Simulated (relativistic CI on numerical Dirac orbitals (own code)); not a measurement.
# Hf³⁰⁺: how the levels respond to the fine-structure constant and the nuclear radius

Aim: the factor q = dE/dx of each excitation energy, x = (α/α0)² − 1, by finite differences, and the field-shift factor by the mean square nuclear radius, for the lowest 30 levels.

Program: relativistic CI on numerical Dirac orbitals (own code) version 2. Level of theory: Dirac-Coulomb-Breit CI, KLI orbitals optimised for each configuration, derivatives by finite differences. These are calculated values, not measurements, unless marked.

## 1. What is computed

| Item | Value |
| --- | --- |
| ion | Hf³⁰⁺ (Hf XXXI) |
| nuclear charge | 72 |
| electrons | 42 |
| isotope | A = 180 |
| first configuration | [Kr] 4d6 |

The outer shells:

[Kr] 4d6
```
[Kr] core
4d [↑↓][↑ ][↑ ][↑ ][↑ ]
```

## 2. The run

Input settings:

```ini
atom Hf  Z=72  charge=30  electrons=42
nucleus A=180  rms_radius_fm=5.3470
hamiltonian dirac-coulomb  breit=on  qed=off  c_scale=1
orbitals kli  potential=per-configuration
slater_scale 1
correlation none
mixing on
configurations
  [Kr] 4d6
  [Ar] 3d10 4s2 4p5 4d7
  [Ar] 3d10 4s2 4p4 4d8
  [Ar] 3d10 4s 4p6 4d7
  [Ar] 3d10 4p6 4d8
  [Kr] 4d5 5s
  [Ar] 3d10 4s 4p5 4d8
  [Kr] 4d5 5p
end
derivatives alpha2 +-0.01 radius +-1%
```

From the run's result record (rounded, not every field):

```text
status: converged
levels [i, E_cm, J2, conf, term, w_term]:
  - [0, 0, 8, "4s2 4p6 4d6", "5D", 0.422]
  - [1, 19774.388, 4, "4s2 4p6 4d6", "3P", 0.4308]
  - [2, 61823.461, 0, "4s2 4p6 4d6", "3P", 0.4519]
  - [3, 94837.789, 6, "4s2 4p6 4d6", "5D", 0.72]
  - [4, 107093.02, 2, "4s2 4p6 4d6", "5D", 0.5627]
  - [5, 107446.62, 8, "4s2 4p6 4d6", "5D", 0.3893]
  - [6, 133786.24, 10, "4s2 4p6 4d6", "3G", 0.5926]
  - [7, 136685.16, 12, "4s2 4p6 4d6", "3H", 0.7115]
  - [8, 147122.91, 4, "4s2 4p6 4d6", "3F", 0.4933]
  - [9, 152106.56, 6, "4s2 4p6 4d6", "3G", 0.29]
  - [10, 182962.17, 0, "4s2 4p6 4d6", "3P", 0.8056]
  - [11, 184484.23, 4, "4s2 4p6 4d6", "3D", 0.3636]
  - [12, 187909.38, 2, "4s2 4p6 4d6", "3P", 0.5003]
  - [13, 190515.48, 8, "4s2 4p6 4d6", "3G", 0.3723]
  - [14, 200925.65, 6, "4s2 4p6 4d6", "3F", 0.523]
  - [15, 212977.36, 4, "4s2 4p6 4d6", "5D", 0.4625]
  - [16, 222147.2, 0, "4s2 4p6 4d6", "5D", 0.5544]
  - [17, 236031.46, 8, "4s2 4p6 4d6", "3H", 0.4099]
  - [18, 246113.07, 6, "4s2 4p6 4d6", "3D", 0.3065]
  - [19, 250498.13, 10, "4s2 4p6 4d6", "3H", 0.593]
  - [20, 265124.06, 6, "4s2 4p6 4d6", "3G", 0.4747]
  - [21, 265763.8, 12, "4s2 4p6 4d6", "1I", 0.7118]
  - [22, 276107.6, 2, "4s2 4p6 4d6", "3P", 0.5348]
  - [23, 284647.22, 4, "4s2 4p6 4d6", "3F", 0.329]
  - [24, 286390.41, 8, "4s2 4p6 4d6", "1G", 0.5461]
  - [25, 316247.07, 4, "4s2 4p6 4d6", "3F", 0.7313]
  - [26, 329610.28, 8, "4s2 4p6 4d6", "3F", 0.6207]
  - [27, 345867.86, 2, "4s2 4p6 4d6", "3P", 0.6614]
  - [28, 386335.99, 4, "4s2 4p6 4d6", "1D", 0.8475]
  - [29, 393025.1, 8, "4s2 4p6 4d6", "1G", 0.4797]
sensitivity [i, q_alpha_cm, field_shift_GHz_per_fm2]:
  - [0, 0, 0]
  - [1, 583.8, -0.5645]
  - [2, 2.118e+04, 0.5978]
  - [3, 1.187e+05, 2.915]
  - [4, 1.197e+05, 2.796]
  - [5, 1.051e+05, 2.802]
  - [6, 1.091e+05, 2.992]
  - [7, 1.097e+05, 3.184]
  - [8, 1.125e+05, 2.172]
  - [9, 1.153e+05, 2.862]
  - [10, 1.029e+05, 2.3]
  - [11, 1.392e+05, 3.555]
  - [12, 1.225e+05, 3.035]
  - [13, 1.242e+05, 3.461]
  - [14, 1.126e+05, 2.959]
  - [15, 2.184e+05, 4.964]
  - [16, 2.227e+05, 5.678]
  - [17, 2.262e+05, 5.615]
  - [18, 2.204e+05, 5.317]
  - [19, 2.291e+05, 5.992]
  - [20, 2.324e+05, 5.834]
  - [21, 2.267e+05, 6.248]
  - [22, 2.185e+05, 5.098]
  - [23, 2.259e+05, 4.859]
  - [24, 2.216e+05, 5.741]
  - [25, 2.28e+05, 6.017]
  - [26, 2.388e+05, 6.252]
  - [27, 3.447e+05, 8.025]
  - [28, 2.232e+05, 6.015]
  - [29, 3.352e+05, 8.477]
n_levels_all: 30
configurations [conf, odd, states]:
  - ["4s2 4p6 4d6", 0, 210]
  - ["4s2 4p5 4d7", 1, 720]
  - ["4s2 4p4 4d8", 0, 675]
  - ["4s 4p6 4d7", 0, 240]
  - ["4p6 4d8", 0, 45]
  - ["4s2 4p6 4d5 5s", 0, 504]
  - ["4s 4p5 4d8", 1, 540]
  - ["4s2 4p6 4d5 5p", 1, 1512]
```

It took 1.3 s on 1 thread, shared host.

The relative sensitivity K = 2q/E of the transition from the lowest level:

```
                          level  energy (cm⁻¹)  q (cm⁻¹)      K  field shift (GHz/fm²)
              4d6 [4d5/2^2] J=2        19774.4     583.8  0.059                 -0.564
              4d6 [4d5/2^2] J=0          61823     21180  0.685                  0.598
      4d6 [4d3/2^3 4d5/2^3] J=3          94838    118700  2.502                   2.91
      4d6 [4d3/2^3 4d5/2^3] J=1         107093    119700  2.235                    2.8
      4d6 [4d3/2^3 4d5/2^3] J=4         107447    105100  1.957                    2.8
      4d6 [4d3/2^3 4d5/2^3] J=5         133786    109100  1.631                   2.99
      4d6 [4d3/2^3 4d5/2^3] J=6         136685    109700  1.605                   3.18
      4d6 [4d3/2^3 4d5/2^3] J=2         147123    112500  1.529                   2.17
 4d6 [4d3/2^3 4d5/2^3] J=3 (ii)         152107    115300  1.516                   2.86
                   4d6 3P0 (ii)         182962    102900  1.125                    2.3
 4d6 [4d3/2^3 4d5/2^3] J=2 (ii)         184484    139200  1.509                   3.55
 4d6 [4d3/2^3 4d5/2^3] J=1 (ii)         187909    122500  1.304                   3.04
 4d6 [4d3/2^3 4d5/2^3] J=4 (ii)         190515    124200  1.304                   3.46
4d6 [4d3/2^3 4d5/2^3] J=3 (iii)         200926    112600  1.121                   2.96
      4d6 [4d3/2^2 4d5/2^4] J=2         212977    218400  2.051                   4.96
      4d6 [4d3/2^2 4d5/2^4] J=0         222147    222700  2.005                   5.68
      4d6 [4d3/2^2 4d5/2^4] J=4         236031    226200  1.917                   5.61
```

## 3. Outcome

| quantity | value |
| --- | --- |
| lowest level | 4d6 [4d5/2^2] J=4 |
| largest q in size, lowest 30 levels | 344700 cm⁻¹ (4d6 [4d3/2 4d5/2^5] J=1) |
| largest K in size within the lowest configuration | 2.50 (4d6 [4d3/2^3 4d5/2^3] J=3) |
| largest field-shift factor among them | 8.48 GHz/fm² (4d6 [4d3/2 4d5/2^5] J=4) |

Among these levels the largest q belongs to 4d6 [4d3/2 4d5/2^5] J=1, within the lowest configuration. K = 2q/E, the relative sensitivity of a level, hangs on the computed energy: between configurations that lie close it can be off by a factor of several.
